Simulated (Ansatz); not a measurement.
# In: a line through an energy map

Program: Ansatz 0.2.0. Level of theory: DFT PBE, scalar-relativistic, plane waves, PAW. These are calculated values, not measurements.

**1. Starting point**

The structure is tetragonal, space group I4/mmm (No. 139). Conventional cell: a = 3.390 Å, b = 3.390 Å, c = 4.784 Å, α = 90.00°, β = 90.00°, γ = 90.00°. In (site symmetry 4/mmm) has 12 In at 3.39 Å as nearest neighbours.

As a file:

```cif
data_structure
_symmetry_space_group_name_H-M 'P 1'
_symmetry_Int_Tables_number 1
_cell_length_a 3.3866
_cell_length_b 3.3866
_cell_length_c 3.3866
_cell_angle_alpha 119.929
_cell_angle_beta 119.929
_cell_angle_gamma 90.123
_cell_volume 27.49
loop_
_atom_site_label
_atom_site_type_symbol
_atom_site_fract_x
_atom_site_fract_y
_atom_site_fract_z
_atom_site_occupancy
In1 In 0.00000 0.00000 0.00000 1
```

This cell was relaxed beforehand with the same method: volume 27.49 Å³/atom, gap on the mesh none (metal).

**2. Plan of the line**

The energy is mapped over volume and the cell's shape.

- volume per atom: 5 values from 24.19 to 30.79 Å³
- c/a of the conventional cell: 5 values from 1.251 to 1.592

Nothing else is relaxed (symmetry fixes all fractional coordinates). Energies count from the relaxed crystal. Points are written as (first, second).

**3. Grid point (24.19 Å³, 1.592)**

The input, input.yaml:

```yaml
crystal:
  lattice:
    - [-1.5603961635, 1.5603961635, 2.4841506923]
    - [1.5603961635, -1.5603961635, 2.4841506923]
    - [1.5603961635, 1.5603961635, -2.4841506923]
  atoms:
    - { symbol: In, position: [0.0, 0.0, 0.0] }
basis:
  ecutwfc: 420
kpoints:
  mp_grid: { grid: [20, 20, 20] }
hamiltonian:
  xc: pbe
scf:
  occupations: { method: gaussian, width: 0.15 }
output:
  forces: true
  stress: true
  eigenvalues: true
```

On the command line:

```
$ ansatz run input.yaml --threads 1 --pin off --max-ram 2048MiB --backend cpu --events-out ev --progress --plain --runs-dir out
```

What time and memory should one allow on 1 thread of Arm Neoverse V1, shared host?

About 11 s, with a peak of 0.43 GiB.
